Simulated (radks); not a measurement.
# Lu³⁹⁺ in [Ar] 3d10 4s2 4p2: an all-electron calculation

What are the levels of the lutetium ion Lu39+, how large are its shells, and how does its energy divide?

Method: scalar-relativistic Kohn-Sham, exchange-only r2SCAN, spin-polarised, spherical densities, finite nucleus; open shells are filled with parallel spins first. Code: radks (a radial shooting solver on a logarithmic mesh, Libxc functionals) version 1.

## (1) What is computed

- element: lutetium (Z = 71)
- charge: +39
- electrons: 32
- configuration: [Ar] 3d10 4s2 4p2
- nuclear rms radius: 5.37 fm

The outer shells:

Lu³⁹⁺
```
[Ar] core
3d [↑↓][↑↓][↑↓][↑↓][↑↓]
4s [↑↓]
4p [↑ ][↑ ][  ]
```

## (2) Self-consistent calculation

The run's settings:

```text
Z 71
configuration [Ar] 3d10 4s2 4p2 5s0 4d0
relativity scalar-relativistic
functional r2scan,
spin polarised
nucleus finite rms 5.37 fm
c 137.035999084
```

Q: Predict the outcome of this run.

**Answer**, as computed:

```
                        quantity                    value
                    total energy      -13616.1480 hartree
exchange-correlation share of it                   1.70 %
                            −T/E                   1.0987
          highest occupied level        4p up, -1805.2 eV
    most extended occupied level  4p up, <r> = 0.432 bohr
 radius at density 0.001 e/bohr³                1.03 bohr
    maxima of the radial density                        3
         ionisation energy, NIST         1875 (theory) eV
```

4 principal shells are occupied and 3 maxima appear in the radial density; where shells overlap, one shows as a shoulder or not at all. Relativity lifts −T/E to 1.099. The top level binds by 1805.2 eV, 96 % of the NIST ionisation energy of 1875 eV. Open shells are spherical and high-spin; term and fine-structure splittings are not resolved. Spin-orbit splitting is averaged out at the scalar-relativistic level.
